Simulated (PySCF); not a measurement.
# CuH₂O₂: ligand-field states

Aim: compute the ligand-field states of CuH₂O₂.

Programs: PySCF 2.14.0, with routines of our own; each step states its level. All values are computed. Atoms count from 0.

### 1 The system as given

5 atoms, charge 0, states of the metal's open shell are computed; geometry from: model start, shaken.

### 2 Optimising the geometry at PBE0-D3(BJ)/def2-TZVP

The job: settings as JSON, then the geometry in Å.

```
{"job": {"xc": "PBE0", "basis": "def2-TZVP", "d3": "d3bj", "grid": 1, "maxiter": 45, "kind": "geom"}, "charge": 0, "metal": "Cu", "open_shell": "d9"}
Cu     0.000020     0.004480    -0.004110
O     -0.013360    -0.006820     1.805130
H      0.800900     0.020100     2.352620
O     -0.009310     0.007350    -1.814650
H     -0.798420    -0.013960    -2.360440
```

The run is started by

```bash
$ OMP_NUM_THREADS=1 python lf_run.py task.json out
```

This one command runs all jobs of the session in turn.

Output:

```text
step   0  E = -1791.82454508  max force = 0.023762
step   1  E = -1791.82990678  max force = 0.004229
step   2  E = -1791.83024647  max force = 0.003473
step   3  E = -1791.83031551  max force = 0.001893
step   4  E = -1791.83035626  max force = 0.000215
step   5  E = -1791.83035658  max force = 0.000215
optimisation converged
```

It took 27 s on 1 thread of Arm Neoverse V2, shared host; peak memory 0.42 GiB.

Step by step:

```tsv
step	energy from step 0 (eV)	largest force component (eV/Å)
0	0.0000	1.2219
1	-0.1459	0.2175
2	-0.1551	0.1786
3	-0.1570	0.0973
4	-0.1581	0.0111
5	-0.1581	0.0111
```

Distances of close pairs at the start and the end, largest changes first:

```tsv
bond	before (Å)	after (Å)	change (Å)
Cu0–O3	1.811	1.742	-0.069
Cu0–O1	1.809	1.741	-0.068
O1–H2	0.982	0.961	-0.021
O3–H4	0.960	0.961	+0.001
```

The end geometry stands in the next job.

```tsv
at the end point	value
point group (found at 0.08 Å tolerance)	C2h
rotational constants (GHz, main isotopes)	372.1, 4.739, 4.680
dipole moment (D)	0.00
⟨S²⟩	0.758
```

### 3 Ligand-field states: state-averaged CASSCF

The job: settings as JSON, then the geometry in Å.

```
{"job": {"kind": "lf", "basis": {"metal": "x2c-TZVPall", "ligand": "x2c-SVPall"}, "nevpt": true}, "charge": 0, "metal": "Cu", "open_shell": "d9"}
Cu     0.000000     0.000000     0.000000
O     -0.000000    -0.000000     1.741445
H     -0.860623    -0.000000     2.169194
O      0.000000     0.000000    -1.741445
H      0.860623     0.000000    -2.169194
```

Level: state-averaged CASSCF of the metal d shell, SC-NEVPT2 on the averaged canonical orbitals, state-interaction spin-orbit coupling.

Output:

```text
basis functions 86, electrons 47, active (9e, 5o)
stage 1: DIIS on the effective Fock matrix, level shift 0.30
cycle   1  E = -1803.5172894176  dE = -1.804e+03  max|g| = 1.002e+00
cycle   2  E = -1803.7438215152  dE = -2.265e-01  max|g| = 1.017e+00
cycle   3  E = -1803.8407271262  dE = -9.691e-02  max|g| = 8.970e-01
cycle   4  E = -1804.0096552701  dE = -1.689e-01  max|g| = 5.185e-02
cycle   5  E = -1804.0336916440  dE = -2.404e-02  max|g| = 5.704e-02
cycle   6  E = -1804.0342825929  dE = -5.909e-04  max|g| = 3.242e-02
cycle   7  E = -1804.0328056867  dE =  1.477e-03  max|g| = 3.718e-02
cycle   8  E = -1804.0125328156  dE =  2.027e-02  max|g| = 6.464e-02
cycle   9  E = -1803.9844413175  dE =  2.809e-02  max|g| = 1.092e-01
cycle  10  E = -1803.9560508937  dE =  2.839e-02  max|g| = 1.659e-01
cycle  11  E = -1803.9289622445  dE =  2.709e-02  max|g| = 2.064e-01
cycle  12  E = -1803.9039835310  dE =  2.498e-02  max|g| = 2.330e-01
cycle  13  E = -1803.8971813787  dE =  6.802e-03  max|g| = 2.380e-01
cycle  14  E = -1803.9082799560  dE = -1.110e-02  max|g| = 2.114e-01
cycle  15  E = -1803.9094433808  dE = -1.163e-03  max|g| = 2.022e-01
stage 2: quasi-Newton rotations from the point of smallest gradient
cycle  17  E = -1804.0375274571  dE = -3.245e-03  max|g| = 4.029e-02
cycle  18  E = -1804.0382629364  dE = -7.355e-04  max|g| = 1.888e-02
cycle  19  E = -1804.0383680408  dE = -1.051e-04  max|g| = 3.685e-03
cycle  20  E = -1804.0383744468  dE = -6.406e-06  max|g| = 1.634e-03
cycle  21  E = -1804.0383765607  dE = -2.114e-06  max|g| = 4.078e-04
cycle  22  E = -1804.0383768621  dE = -3.014e-07  max|g| = 8.506e-05
cycle  23  E = -1804.0383768773  dE = -1.525e-08  max|g| = 2.886e-05
cycle  24  E = -1804.0383768783  dE = -9.873e-10  max|g| = 7.124e-06
converged average energy = -1804.0383768783

 mult deg   label        CASSCF/cm-1   NEVPT2/cm-1
   2   1   2Ag                 0.0           0.0
   2   1   2Bg              1351.4         532.2
   2   1   2Ag              3860.9        5067.9
   2   1   2Bg              7737.2       10612.3
   2   1   2Ag              7753.9       10628.5

spin-orbit levels / cm-1
      0.00  x2  2Ag 0.70 2Bg 0.30
   1339.18  x2  2Bg 0.69 2Ag 0.28
   5648.54  x2  2Ag 0.96
  10305.91  x2  2Bg 0.51 2Ag 0.49
  11990.97  x2  2Ag 0.50 2Bg 0.49
```

Wall time 1.6 s (1 thread of Arm Neoverse V2, shared host); peak memory 0.42 GiB.

In short:

```tsv
quantity	value
spin-orbit constant ζ	792 cm⁻¹
```

Powder susceptibility:

```tsv
T (K)	χT (cm³ K/mol)	μ(eff)
2	0.802	2.53
5	0.803	2.53
10	0.805	2.54
20	0.809	2.54
30	0.813	2.55
50	0.821	2.56
75	0.831	2.58
100	0.842	2.59
150	0.862	2.62
200	0.882	2.66
250	0.902	2.69
300	0.921	2.71
```

The fields below are evaluated on a grid from the run's orbitals.

The spin density lies nearest to Cu0 97 %.

### 4 Ligand-field states: state-averaged CASSCF (basis x2c-TZVPall)

The job: settings as JSON, then the geometry in Å.

```
{"job": {"kind": "lf", "basis": "x2c-TZVPall", "nevpt": true}, "charge": 0, "metal": "Cu", "open_shell": "d9"}
Cu     0.000000     0.000000     0.000000
O     -0.000000    -0.000000     1.741445
H     -0.860623    -0.000000     2.169194
O      0.000000     0.000000    -1.741445
H      0.860623     0.000000    -2.169194
```

Method: state-averaged CASSCF of the metal d shell, SC-NEVPT2 on the averaged canonical orbitals, state-interaction spin-orbit coupling.

Output:

```text
basis functions 122, electrons 47, active (9e, 5o)
stage 1: DIIS on the effective Fock matrix, level shift 0.30
cycle   1  E = -1803.7107194100  dE = -1.804e+03  max|g| = 1.018e+00
cycle   2  E = -1803.9362853196  dE = -2.256e-01  max|g| = 1.012e+00
cycle   3  E = -1804.0319896438  dE = -9.570e-02  max|g| = 8.872e-01
cycle   4  E = -1804.1980381529  dE = -1.660e-01  max|g| = 5.202e-02
cycle   5  E = -1804.2218552406  dE = -2.382e-02  max|g| = 6.002e-02
cycle   6  E = -1804.2219812677  dE = -1.260e-04  max|g| = 3.040e-02
cycle   7  E = -1804.2206360809  dE =  1.345e-03  max|g| = 3.784e-02
cycle   8  E = -1804.2013795275  dE =  1.926e-02  max|g| = 6.432e-02
cycle   9  E = -1804.1739550867  dE =  2.742e-02  max|g| = 1.059e-01
cycle  10  E = -1804.1431415463  dE =  3.081e-02  max|g| = 1.654e-01
cycle  11  E = -1804.1145616349  dE =  2.858e-02  max|g| = 2.079e-01
cycle  12  E = -1804.0912045800  dE =  2.336e-02  max|g| = 2.312e-01
cycle  13  E = -1804.0876591578  dE =  3.545e-03  max|g| = 2.313e-01
cycle  14  E = -1804.1018201146  dE = -1.416e-02  max|g| = 1.989e-01
cycle  15  E = -1804.1070499870  dE = -5.230e-03  max|g| = 1.896e-01
stage 2: quasi-Newton rotations from the point of smallest gradient
cycle  17  E = -1804.2252754240  dE = -3.294e-03  max|g| = 3.900e-02
cycle  18  E = -1804.2259742009  dE = -6.988e-04  max|g| = 1.975e-02
cycle  19  E = -1804.2260875839  dE = -1.134e-04  max|g| = 3.059e-03
cycle  20  E = -1804.2260933455  dE = -5.762e-06  max|g| = 1.125e-03
cycle  21  E = -1804.2260955167  dE = -2.171e-06  max|g| = 4.378e-04
cycle  22  E = -1804.2260958192  dE = -3.025e-07  max|g| = 9.041e-05
cycle  23  E = -1804.2260958362  dE = -1.698e-08  max|g| = 2.137e-05
cycle  24  E = -1804.2260958372  dE = -1.058e-09  max|g| = 6.360e-06
converged average energy = -1804.2260958372

 mult deg   label        CASSCF/cm-1   NEVPT2/cm-1
   2   1   2Ag                 0.0           0.0
   2   1   2Bg              1416.4         610.5
   2   1   2Ag              3889.3        5032.2
   2   1   2Bg              7985.4       10667.4
   2   1   2Ag              8002.9       10685.2

spin-orbit levels / cm-1
      0.00  x2  2Ag 0.72 2Bg 0.28
   1370.22  x2  2Bg 0.71 2Ag 0.26
   5593.10  x2  2Ag 0.96
  10339.44  x2  2Bg 0.51 2Ag 0.49
  12023.49  x2  2Ag 0.50 2Bg 0.49
```

Run time: 2.2 s. Hardware: 1 thread of Arm Neoverse V2, shared host; peak memory 0.42 GiB.

Key values:

```tsv
quantity	value
spin-orbit constant ζ	792 cm⁻¹
```

Powder susceptibility:

```tsv
T (K)	χT (cm³ K/mol)	μ(eff)
2	0.795	2.52
20	0.802	2.53
100	0.834	2.58
300	0.913	2.70
```

### 5 The runs side by side

From the NEVPT2 states (cm⁻¹; the spread is that of the fitted one-electron ligand-field levels):

```tsv
step	setting	ground state	next state	orbital spread	ζ	μ(eff), 300 K
3	as given	2Ag	2Bg at 532	10628	792	2.71
4	basis x2c-TZVPall	2Ag	2Bg at 610	10685	792	2.70
```

### 6 Results

| quantity | value |
| --- | --- |
| point group | C2h |
| rotational constants (main isotopes) | 372.07, 4.74, 4.68 GHz |
| spin-orbit constant ζ (step 3, state-averaged CASSCF) | 792 cm⁻¹ |
| ground multiplicity, μ(eff) at 300 K (step 3, 2 donors at 1.74 Å) | 2, 2.71 μB |
| ground multiplicity, μ(eff) at 300 K (step 4, 2 donors at 1.74 Å) | 2, 2.70 μB |

Over 5 steps the energy fell by 0.158 eV; of the close pairs, Cu0–O3 changed most, 1.811 to 1.742 Å. No frequency check was run at this level, so the end point may be a saddle. In step 3, χT goes from 0.80 at 2 K to 0.92 cm³ K/mol at 300 K, as higher levels fill or mix in.
